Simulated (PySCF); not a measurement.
**C4H3F3O2: runs on many settings**

Which settings matter for C4H3F3O2 (`O=C1OC[C@H]1C(F)(F)F`)?

The runs use PySCF 2.14.0, with density-fitted response routines of our own; the level of theory stands in each step. All values are computed, except where a source is named. Atoms count from 0, in the outputs and in this text.

## 1. The molecule as given

12 atoms, charge 0, multiplicity 1; geometry from: GFN2-xTB.

Bonds of the start (Å): O0–C1 1.18, C1–O2 1.35, O2–C3 1.44, C3–C4 1.54, C4–C5 1.52, C5–F6 1.34, C5–F7 1.35, C5–F8 1.33, C4–C1 1.54, C3–H9 1.09, C3–H10 1.09, C4–H11 1.09.

## 2. Nuclear shieldings: PBE0/pcSseg-1

Job settings and geometry (Å):

```
{"job": {"kind": "nmr", "xc": "PBE0", "basis": "pcSseg-1"}, "charge": 0, "multiplicity": 1}
O     -1.210401     1.363443     1.741131
C     -1.041811     0.528278     0.924741
O     -1.912252    -0.096377     0.106204
C     -0.889164    -0.897695    -0.509473
C      0.175317    -0.264384     0.400481
C      1.256455     0.540152    -0.294202
F      0.755658     1.418406    -1.170103
F      2.080960    -0.260771    -0.992857
F      2.013901     1.219690     0.565821
H     -0.795779    -0.667621    -1.571969
H     -1.073573    -1.961676    -0.360422
H      0.641886    -0.922131     1.134621
```

With the program's defaults for keys left out, this is: GIAO PBE0/pcSseg-1 NMR shielding, non-relativistic, gas phase.

Run with:

```bash
$ OMP_NUM_THREADS=1 python probes_run.py task.json out
```

This one command runs all jobs of the session in turn.

The program printed:

```text
coarse grid: 11640 points
cycle   1  E = -603.1811040052  dE =  1.851e+00  |g| = 1.223e+00  |ddm| = 3.153e+00
cycle   2  E = -602.6003351398  dE =  5.808e-01  |g| = 2.213e+00  |ddm| = 2.273e+00
cycle   3  E = -603.4246273091  dE = -8.243e-01  |g| = 3.231e-01  |ddm| = 1.720e+00
cycle   4  E = -603.4421037416  dE = -1.748e-02  |g| = 1.186e-01  |ddm| = 2.645e-01
cycle   5  E = -603.4442690067  dE = -2.165e-03  |g| = 3.500e-02  |ddm| = 7.901e-02
cycle   6  E = -603.4445095401  dE = -2.405e-04  |g| = 7.550e-03  |ddm| = 2.638e-02
cycle   7  E = -603.4445183522  dE = -8.812e-06  |g| = 2.628e-03  |ddm| = 4.853e-03
final grid: 118176 points
cycle   8  E = -603.5384258030  dE = -2.096e-05  |g| = 1.583e-02  |ddm| = 2.592e-02
cycle   9  E = -603.5383363157  dE =  8.949e-05  |g| = 2.754e-02  |ddm| = 2.614e-02
cycle  10  E = -603.5384680636  dE = -1.317e-04  |g| = 2.566e-03  |ddm| = 1.758e-02
cycle  11  E = -603.5384692006  dE = -1.137e-06  |g| = 5.051e-04  |ddm| = 1.693e-03
cycle  12  E = -603.5384692413  dE = -4.075e-08  |g| = 1.635e-04  |ddm| = 4.032e-04
cycle  13  E = -603.5384692470  dE = -5.681e-09  |g| = 2.702e-05  |ddm| = 1.322e-04
cycle  14  E = -603.5384692471  dE = -1.526e-10  |g| = 7.600e-06  |ddm| = 2.737e-05
converged SCF energy = -603.5384692471

GIAO shielding tensors (ppm)
atom      isotropic    diamagn.    paramagn.     s11        s22        s33       span
  0 O     -104.454     398.435    -502.889   -345.310   -179.412    211.361    556.671
  1 C       22.660     251.543    -228.884    -86.389     68.773     85.594    171.983
  2 O       51.952     400.135    -348.183   -162.954     83.849    234.962    397.915
  3 C      126.303     248.270    -121.967     94.076    122.502    162.330     68.254
  4 C      125.326     256.136    -130.810     93.039    135.552    147.387     54.348
  5 C       54.488     239.207    -184.719     51.868     53.461     58.135      6.267
  6 F      263.323     474.474    -211.151    179.948    264.066    345.956    166.008
  7 F      247.396     473.108    -225.712    165.351    237.391    339.447    174.097
  8 F      252.704     471.652    -218.948    171.104    255.579    331.429    160.325
  9 H       27.270      29.454      -2.184     24.819     27.118     29.872      5.054
 10 H       27.309      28.960      -1.651     24.533     25.768     31.626      7.093
 11 H       27.554      30.376      -2.822     25.007     27.911     29.744      4.737
```

It took 61 s on 1 thread of Intel Xeon at 2.50GHz, shared host; peak memory 0.74 GiB.

The references, computed at this level on geometries of the same kind, shield at (ppm): 1H TMS 31.72, 13C TMS 186.9, 19F CFCl3 170.9, 17O H2O 336.1. Their shielding less the atom's gives the shift. The references are single molecules in the gas phase, so shifts against H2O, NH3, PH3, H3PO4 or CFCl3 are not on the usual liquid scales and can be off by tens of ppm. Atoms listed in one row are averaged.

```tsv
atoms	environment	σ (ppm)	δ (ppm)	δ scaled to CDCl3
C1	ester carbonyl carbon	22.7	164.3	158.4
C5	CF3 carbon	54.5	132.4	127.3
C4	sp3 CH α to a carbonyl	125.3	61.6	58.2
C3	sp3 CH2 bonded to O	126.3	60.6	57.3
H9	hydrogen on an sp3 CH2 bonded to O	27.27	4.45	4.30
H10	hydrogen on an sp3 CH2 bonded to O	27.31	4.41	4.26
H11	hydrogen on an sp3 CH α to a carbonyl	27.55	4.16	4.03
O0	ester carbonyl oxygen	-104.5	440.5	–
O2	ester alkoxy oxygen	52.0	284.1	–
F6, F7, F8	fluorine of a CF3 group	254.5	-83.5	–
```

The scaled column applies a straight-line fit of computed shieldings to shifts measured in CDCl3, and one for carbons that bear F (root-mean-square error 0.16 ppm for H, 1.9 ppm for C).

Charges from the same density, by scheme (e):

```tsv
atoms	Mulliken	IAO	Hirshfeld	ESP fit
O0	-0.33	-0.39	-0.23	-0.48
C1	0.57	0.54	0.21	0.79
O2	-0.41	-0.34	-0.11	-0.41
C3	0.17	-0.06	0.01	0.22
C4	-0.57	-0.26	-0.06	-0.54
C5	0.87	0.81	0.26	0.56
F6, F7, F8	-0.26	-0.28	-0.09	-0.17
```

Mayer bond orders: O0–C1 2.09, C1–O2 1.08, O2–C3 0.88, C3–C4 0.95, C4–C5 0.96, C5–F6 1.01, C5–F7 1.00, C5–F8 1.02, C4–C1 0.88.

Ring of atoms C1, O2, C3, C4: NICS(0) -3.0, NICS(1) -1.8, NICS(1)zz -1.5 ppm (means of both faces).

## 3. Excited states and response: PBE0/def2-SVPD

Same as in step 2 but for these lines:

```diff
@@ -1,2 +1,2 @@
-{"job": {"kind": "nmr", "xc": "PBE0", "basis": "pcSseg-1"}, "charge": 0, "multiplicity": 1}
+{"job": {"kind": "uv", "xc": "PBE0", "basis": "def2-SVPD", "nstates": 6, "ntriplets": 2}, "charge": 0, "multiplicity": 1}
 O     -1.210401     1.363443     1.741131
```

Level: TDDFT PBE0/def2-SVPD, vertical, gas phase, core orbitals frozen in the response.

The program printed:

```text
coarse grid: 11640 points
cycle   1  E = -602.8304929965  dE =  1.787e+00  |g| = 1.161e+00  |ddm| = 4.857e+00
cycle   2  E = -602.2685917741  dE =  5.619e-01  |g| = 2.124e+00  |ddm| = 4.055e+00
cycle   3  E = -603.0625033983  dE = -7.939e-01  |g| = 3.065e-01  |ddm| = 2.942e+00
cycle   4  E = -603.0788922233  dE = -1.639e-02  |g| = 1.106e-01  |ddm| = 4.013e-01
cycle   5  E = -603.0808725676  dE = -1.980e-03  |g| = 3.538e-02  |ddm| = 1.427e-01
cycle   6  E = -603.0811229419  dE = -2.504e-04  |g| = 6.836e-03  |ddm| = 5.276e-02
cycle   7  E = -603.0811303700  dE = -7.428e-06  |g| = 2.481e-03  |ddm| = 9.904e-03
final grid: 118176 points
cycle   8  E = -603.1748674520  dE = -1.547e-05  |g| = 1.486e-02  |ddm| = 9.681e-02
cycle   9  E = -603.1747830640  dE =  8.439e-05  |g| = 2.606e-02  |ddm| = 4.590e-02
cycle  10  E = -603.1749071045  dE = -1.240e-04  |g| = 2.309e-03  |ddm| = 2.942e-02
cycle  11  E = -603.1749080775  dE = -9.731e-07  |g| = 4.523e-04  |ddm| = 2.574e-03
cycle  12  E = -603.1749081132  dE = -3.570e-08  |g| = 1.426e-04  |ddm| = 7.494e-04
cycle  13  E = -603.1749081177  dE = -4.487e-09  |g| = 2.590e-05  |ddm| = 2.322e-04
cycle  14  E = -603.1749081178  dE = -1.446e-10  |g| = 6.980e-06  |ddm| = 5.249e-05
converged SCF energy = -603.1749081178

Static polarisability (au): isotropic 53.404, principal 44.411 54.708 61.092

Singlet excitations
state   eV       nm        f      main configurations
  1   5.9567    208.1   0.00074   H->L 0.97
  2   7.9045    156.9   0.05051   H-1->L 0.76, H->L+2 0.11
  3   8.1571    152.0   0.03776   H->L+1 0.86, H-1->L 0.08
  4   8.5784    144.5   0.00353   H-2->L 0.90
  5   8.6647    143.1   0.01000   H-1->L+1 0.55, H->L+2 0.32
  6   8.7245    142.1   0.02124   H->L+2 0.35, H-1->L+1 0.31, H->L+3 0.21

Triplet excitations (Tamm-Dancoff, eV): 5.4049 5.9932
```

Run time: 1.7 min. Hardware: 1 thread of Intel Xeon at 2.50GHz, shared host; peak memory 0.88 GiB.

Frontier orbitals and where they lie:

```tsv
orbital	eV	atoms
HOMO−3	-11.85	C4 24 %, F6 21 %, O2 13 %
HOMO−2	-11.05	O2 32 %, C4 19 %, C3 18 %
HOMO−1	-9.62	O2 42 %, O0 28 %, C3 10 %
HOMO	-8.92	O0 58 %, O2 12 %, C4 12 %
LUMO	-0.67	C1 34 %, O0 27 %, O2 16 %
LUMO+1	0.32	C3 20 %, H10 15 %, H11 10 %
LUMO+2	0.87	O2 15 %, C3 13 %, F7 12 %
```

With each of the 6 states as a Gaussian band of 0.4 eV half-width at 1/e, the curve within the window shown has maxima at 154 nm (ε 3,300) L/(mol cm). Beyond the last state computed it falls off for lack of states. The curve at chosen wavelengths:

nm, ε (L/mol/cm) and a bar:
```
      137        726 #######
      141       1508 ##############
      145       2004 ###################
      148       2464 #######################
      152       3199 ##############################
      156       3180 ##############################
      160       2187 #####################
      163       1299 ############
      167        481 #####
      171        131 #
      175         27 
      178          7 
      182          1 
      186          2 
      190          4 
      193          8 
      197         16 
      201         23 
      205         29 
      208         30 
      212         27 
      216         22 
      220         15 
      223         11 
      227          6 
      231          3
```

Further results of this job:

```tsv
property	computed
dipole moment (D)	3.84
polarisability (Å³)	7.91
HOMO–LUMO gap (eV)	8.26
−ε(HOMO) (eV)	8.92
```

## 4. Indirect couplings: PBE0/STO-3G in acetone

Same as in step 3 but for these lines:

```diff
@@ -1,2 +1,2 @@
-{"job": {"kind": "uv", "xc": "PBE0", "basis": "def2-SVPD", "nstates": 6, "ntriplets": 2}, "charge": 0, "multiplicity": 1}
+{"job": {"kind": "j", "xc": "PBE0", "basis": "STO-3G", "solvent": "acetone", "scf": {"conv": 1e-06}, "grid": 4}, "charge": 0, "multiplicity": 1}
 O     -1.210401     1.363443     1.741131
```

With the program's defaults for keys left out, this is: PBE0/STO-3G indirect spin-spin coupling, non-relativistic, IEF-PCM acetone.

The program printed:

```text
final grid: 304584 points
cycle   1  E = -594.9923320669  dE =  2.230e+00  |g| = 1.044e+00  |ddm| = 4.882e+00
cycle   2  E = -594.6477422406  dE =  3.446e-01  |g| = 1.636e+00  |ddm| = 3.058e+00
cycle   3  E = -595.3071477041  dE = -6.594e-01  |g| = 3.288e-01  |ddm| = 2.011e+00
cycle   4  E = -595.3384716221  dE = -3.132e-02  |g| = 8.531e-02  |ddm| = 5.233e-01
cycle   5  E = -595.3405402865  dE = -2.069e-03  |g| = 2.300e-02  |ddm| = 1.212e-01
cycle   6  E = -595.3406944347  dE = -1.541e-04  |g| = 1.531e-03  |ddm| = 3.192e-02
cycle   7  E = -595.3406951843  dE = -7.496e-07  |g| = 5.156e-04  |ddm| = 2.928e-03
converged SCF energy = -595.3406951843

Indirect spin-spin couplings (Hz)
  i      j    bonds     total        FC       PSO       DSO        SD
  0 O    7 F    4      0.551    -0.037     0.141     0.155     0.292
  0 O    8 F    4     -0.427     0.002    -0.262    -0.044    -0.123
  0 O    9 H    4      0.321    -0.173     0.255     0.239         -
  0 O   10 H    4      0.348    -0.159     0.261     0.246         -
  0 O   11 H    3     -0.107    -0.312     0.119     0.086         -
  1 C    6 F    3     -0.487    -0.953     0.226     0.340    -0.101
  1 C    7 F    3     -1.378    -1.519     0.276    -0.162     0.027
  1 C    8 F    3     -0.551    -1.018     0.391     0.181    -0.105
  1 C    9 H    3      2.471     2.691    -0.013    -0.207         -
  1 C   10 H    3      2.934     3.207    -0.008    -0.265         -
  1 C   11 H    2     -5.504    -5.914     0.181     0.228         -
  2 O    6 F    4      0.417     0.053     0.352    -0.032     0.044
  2 O    9 H    2     -3.187    -2.781    -0.411     0.006         -
  2 O   10 H    2     -3.344    -2.948    -0.432     0.036         -
  2 O   11 H    3      0.646     0.260     0.223     0.163         -
  3 C    6 F    3     -0.304    -0.510     0.130     0.194    -0.118
  3 C    7 F    3     -0.589    -0.898     0.244     0.141    -0.076
  3 C    8 F    3     -0.946    -1.485     0.384    -0.252     0.408
  3 C    9 H    1    116.656   115.938    -0.517     1.235         -
  3 C   10 H    1    117.345   116.697    -0.497     1.144         -
  3 C   11 H    2     -3.857    -3.897     0.051    -0.011         -
  4 C    6 F    2     11.009     8.859     0.781     0.271     1.098
  4 C    7 F    2      8.863     7.071     0.743     0.280     0.769
  4 C    8 F    2      9.095     7.896     0.189     0.272     0.738
  4 C    9 H    2     -2.958    -3.067     0.042     0.067         -
  4 C   10 H    2     -3.059    -3.102     0.027     0.016         -
  4 C   11 H    1    114.782   113.681    -0.382     1.483         -
  5 C    6 F    1   -242.402  -218.744   -26.725     1.981     1.086
  5 C    7 F    1   -242.069  -218.585   -26.619     1.926     1.208
  5 C    8 F    1   -244.710  -220.640   -26.934     1.954     0.911
  5 C    9 H    3      1.922     1.498    -0.006     0.430         -
  5 C   10 H    3      1.496     1.499     0.109    -0.112         -
  5 C   11 H    2     -3.713    -4.235     0.063     0.459         -
  6 F    7 F    2     83.869   -24.392    56.080     0.653    51.527
  6 F    8 F    2     79.363   -24.546    53.691     0.621    49.597
  6 F    9 H    4      0.982    -0.083    -0.412     1.587    -0.110
  6 F   10 H    4     -0.194     0.173     0.848    -1.122    -0.093
  6 F   11 H    3      0.592     0.533     1.839    -1.715    -0.064
  7 F    8 F    2     88.408   -23.874    59.884     0.546    51.851
  7 F    9 H    4      1.669     0.284     0.725     0.853    -0.194
  7 F   11 H    3     -0.221    -1.776     1.553     0.437    -0.435
  8 F   10 H    4      0.158     0.233     1.053    -1.235     0.106
  8 F   11 H    3     -0.496    -1.943     1.297     0.615    -0.464
  9 H   10 H    2     -8.744    -7.321     0.420    -1.843         -
  9 H   11 H    3      2.420     3.938     0.446    -1.964         -
 10 H   11 H    3      4.270     3.933    -0.129     0.466         -
```

Run time: 34 s. Hardware: 1 thread of Intel Xeon at 2.50GHz, shared host; peak memory 0.62 GiB.

This basis has no tight s functions, so the Fermi-contact terms are rough.

Couplings of 1 Hz or more, nine at most for each number of bonds, with means over like pairs (isotopes 13C, 19F, 1H, 17O):

```tsv
pair	bonds	J (Hz)	Fermi contact (Hz)	dihedral (°)
C5–F6	1	-243.1	-219.3	–
C3–H10	1	117.3	116.7	–
C3–H9	1	116.7	115.9	–
C4–H11	1	114.8	113.7	–
F6–F7	2	83.9	-24.3	–
C4–F6	2	9.7	7.9	–
H9–H10	2	-8.7	-7.3	–
C1–H11	2	-5.5	-5.9	–
C3–H11	2	-3.9	-3.9	–
C5–H11	2	-3.7	-4.2	–
O2–H10	2	-3.3	-2.9	–
O2–H9	2	-3.2	-2.8	–
C4–H10	2	-3.1	-3.1	–
H10–H11	3	4.3	3.9	-1
C1–H10	3	2.9	3.2	–
C1–H9	3	2.5	2.7	–
H9–H11	3	2.4	3.9	-133
C5–H9	3	1.9	1.5	-3
C5–H10	3	1.5	1.5	129
```

The spin-dipole term was solved for some atoms only; pairs without it lack that part.

The response was solved for the nuclei of F, H alone, so couplings that need other nuclei can be missing.

Quadrupole couplings from the field gradients of the same density:

```tsv
atom	isotope	eQq/h (MHz)	η
O2	17O	-10.7	0.76
O0	17O	9.690	0.26
```

Joined with the shifts from before (PBE0/pcSseg-1, unscaled), the couplings predict the line list below for 500 MHz.

1H NMR δ 4.45 (m, 1H), 4.41 (m, 1H), 4.16 (m, 1H).

[end of part 1 of 2]
